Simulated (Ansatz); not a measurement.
# Ni: a surface, (100), 5 layers

What do the surfaces of Ni (100), 5 layers cost, and how tightly do they hold an electron? Methods of the runs shown: LAPW. Companion runs by PAW are cited. Its runs: bulk in the slab's orientation (LAPW); the reference run (LAPW); atoms relaxed (LAPW); vacuum of 13 Å (LAPW); no images along the normal (LAPW).

Computed with Ansatz 0.2.0 (DFT, PBEsol, all-electron LAPW, scalar-relativistic, unless a step's input says otherwise).

### Step 1. The structure to begin with

The structure is cubic, space group Fm-3m (No. 225). Conventional cell: a = 3.464 Å, b = 3.464 Å, c = 3.464 Å, α = 90.00°, β = 90.00°, γ = 90.00°. Ni (site symmetry m-3m) is surrounded by 12 Ni at 2.45 Å.

Structure file:

```cif
data_structure
_symmetry_space_group_name_H-M 'P 1'
_symmetry_Int_Tables_number 1
_cell_length_a 2.4497
_cell_length_b 2.4497
_cell_length_c 3.4643
_cell_angle_alpha 90.000
_cell_angle_beta 90.000
_cell_angle_gamma 90.000
_cell_volume 20.79
loop_
_atom_site_label
_atom_site_type_symbol
_atom_site_fract_x
_atom_site_fract_y
_atom_site_fract_z
_atom_site_occupancy
Ni1 Ni 0.00000 0.00000 0.00000 1
Ni2 Ni 0.50000 0.50000 0.50000 1
```

Atoms are numbered in the order of the input: Ni1, Ni2.

### Step 2. Bulk in the slab's orientation, LAPW

Input file input.yaml:

```yaml
crystal:
  lattice:
    - [1.732171224, 1.732171224, 0.0]
    - [-1.732171224, 1.732171224, 0.0]
    - [0.0, 0.0, 3.464342448]
  atoms:
    - { symbol: Ni, position: [0.0, 0.0, 0.0], spin: 1.0 }
    - { symbol: Ni, position: [0.5, 0.5, 0.5], spin: 1.0 }
magnetization:
  spin_polarized: true
kpoints:
  mp_grid: { grid: [17, 17, 12] }
scf:
  occupations: { method: fermi_dirac, width: 0.1 }
hamiltonian:
  xc: pbesol
  pseudopotentials: { kind: all_electron, lapw: { basis_error: 0.001 } }
output:
  forces: true
  stress: true
  eigenvalues: true
```

Started as:

```
ansatz run input.yaml --threads 3 --pin off --max-ram 9216MiB --backend cpu --events-out ev --progress --plain --runs-dir out
```

After this run come: Slab as cut, LAPW; Atoms relaxed, LAPW; Vacuum of 13 Å, LAPW; No images along the normal, LAPW.

What does the calculation give? Wanted: surface energy; work function; outer layer spacing (for each run or level that gives them).

**Answer**, as computed:

| quantity | value |
| --- | --- |
| surface energy (LAPW, relaxed) | 2.66 J/m² |
| work function (LAPW, relaxed) | 5.05 eV |
| outer layer spacing (LAPW) | 1.73 → 1.67 Å |
| surface energy (PAW, relaxed) | 2.66 J/m² |
| work function (PAW, relaxed) | 5.05 eV |
| outer layer spacing (PAW) | 1.73 → 1.67 Å |

By LAPW the surface costs 2.69 J/m² as cut and 2.66 J/m² relaxed. The outermost spacing changes by -3.5 % (LAPW). Vacuum of 13 Å moves the work function by less than 0.01 eV (LAPW). The outermost spacing changes by -3.5 % (PAW). Vacuum of 13 Å moves the work function by less than 0.01 eV (PAW). Thickness wasn't converged, and no reconstruction was sought. Other magnetic orders may lie lower; this is the state that the run reached. The program warned that the vacuum holds more density than its bound, so energies and levels may be slightly off.
